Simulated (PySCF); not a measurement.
# BGe2H7O: the cost of one run

Programs: PySCF 2.14.0, with density-fitted response routines of our own. Each step states its level of theory. These are calculated values for one molecule in the gas phase, unless marked as measured. Atoms are numbered from 0 throughout.

## 1. Starting geometry

11 atoms, charge 0, multiplicity 1; geometry from: GFN2-xTB. The atoms were then displaced at random by about 0.01 Å, so the start is not that level's minimum.

Bonds of the start (Å): B0–Ge1 2.00, Ge1–O2 1.80, O2–Ge3 1.69, B0–H4 1.20, B0–H5 1.14, Ge1–H6 1.52, Ge1–H7 1.51, Ge3–H8 1.48, Ge3–H9 1.53, Ge3–H10 1.51.

## 2. Geometry optimisation at PBE0-D3(BJ)/def2-SVP

The job: settings as JSON, then the geometry in Å.

```
{"job": {"xc": "PBE0", "basis": "def2-SVP", "d3": "d3bj", "grid": 1, "shake": 0.01, "kind": "geom"}, "charge": 0, "multiplicity": 1}
B      2.013530     0.503430    -0.479750
Ge     0.938380    -0.932160     0.407880
O     -0.828720    -0.765860     0.131060
Ge    -1.951680     0.432990    -0.279130
H      1.455710     1.446040    -0.966460
H      3.151230     0.471790    -0.535400
H      1.046590    -1.023020     1.922020
H      1.143410    -2.351880    -0.052130
H     -1.685810     0.982300    -1.627020
H     -3.273930    -0.332430    -0.240220
H     -1.970620     1.542970     0.743410
```

On the command line:

```
OMP_NUM_THREADS=1 python probes_run.py task.json out
```

One launch serves the whole session: the jobs run in the order shown.

**Question.** How long does this first job take on 1 thread of Arm Neoverse V1, shared host, and how much memory does it need?

About 93 s, with a peak of 0.53 GiB.
